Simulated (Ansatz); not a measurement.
# BH4NSSi: how energies converge with the basis set

Aim: see how fast density functionals converge with the basis set for BH4NSSi.

The runs use Ansatz 0.2.0, Gaussian basis; one geometry, several basis sets.

The runs, in order: PBE0-D4/def2-SVP; ωB97M-V/def2-SVP; PBE0-D4/def2-QZVPP; ωB97M-V/def2-QZVPP; the functionals' def2-TZVPP values are taken from earlier runs.

**1. Structure used throughout**

The geometry comes from an earlier relaxation with PBE0-D4 in a triple-zeta def2 set; it is a stationary point, not always the lowest conformer.

SMILES `S[SiH]1BN1`, 8 atoms, charge 0, spin multiplicity 1.

Atoms are counted from 1 here; the program's logs count them from 0.

Bond lengths: S1–Si2 2.130 Å, S1–H5 1.344 Å, Si2–B3 1.919 Å, Si2–N4 1.749 Å, Si2–H6 1.482 Å, B3–N4 1.383 Å, B3–H7 1.188 Å, N4–H8 1.010 Å. Angles: Si2–S1–H5 95.1°, S1–Si2–B3 124.2°, S1–Si2–N4 118.5°, S1–Si2–H6 108.2°, B3–Si2–N4 44.0°, B3–Si2–H6 127.6°, N4–Si2–H6 114.3°, Si2–B3–N4 61.5°, Si2–B3–H7 162.4°, N4–B3–H7 136.1°, Si2–N4–B3 74.5°, Si2–N4–H8 148.9°, B3–N4–H8 136.5°.

Coordinates:

```
atom     x (Å)     y (Å)     z (Å)
  S1  -2.19870  -0.55474  -0.36035
 Si2  -0.32660  -0.03909   0.51537
  B3   1.35054  -0.82549   0.01417
  N4   0.99959   0.39208  -0.54106
  H5  -2.81681   0.58197   0.00191
  H6  -0.57877   0.93216   1.60584
  H7   2.26475  -1.57759  -0.08015
  H8   1.39821   1.03359  -1.21153
```

**2. PBE0-D4 in def2-SVP**

The input, in.yaml:

```yaml
crystal:
  periodic: [false, false, false]
  atoms:
    - {symbol: S, position_ang: [-2.198701, -0.554737, -0.360355]}
    - {symbol: Si, position_ang: [-0.326604, -0.039088, 0.515371]}
    - {symbol: B, position_ang: [1.350543, -0.825486, 0.014172]}
    - {symbol: N, position_ang: [0.999586, 0.392081, -0.541059]}
    - {symbol: H, position_ang: [-2.816811, 0.581971, 0.001910]}
    - {symbol: H, position_ang: [-0.578772, 0.932158, 1.605840]}
    - {symbol: H, position_ang: [2.264751, -1.577591, -0.080150]}
    - {symbol: H, position_ang: [1.398209, 1.033592, -1.211530]}
basis:
  gaussian: {orbitals: def2-SVP}
hamiltonian: {xc: pbe0, dispersion: d4}
output: {orbitals: {seedname: orbitals}}
```

The run is started by

```
> ansatz run in.yaml --threads 2 --pin off --events-out ev --progress --plain --max-ram 4352MiB
```

Further steps of the session: ωB97M-V in def2-SVP; PBE0-D4 in def2-QZVPP; ωB97M-V in def2-QZVPP.

Before running them: what should the planned runs give, taken together? Wanted: PBE0-D4: double and triple zeta above quadruple; ωB97M-V: double and triple zeta above quadruple.

**Answer**, as computed:

| quantity | value |
| --- | --- |
| PBE0-D4: double and triple zeta above quadruple | 9.83, 0.73 eV |
| ωB97M-V: double and triple zeta above quadruple | 9.86, 0.69 eV |

**Reading.** PBE0-D4 gains 9.10 eV from double to triple zeta, then 0.73 eV more. Total energies overstate the basis error of differences, where much of it tends to cancel. The LUMO of ωB97M-V is positive and keeps falling with the basis (1.82 to 1.06 eV): an unbound level that the basis holds in place.
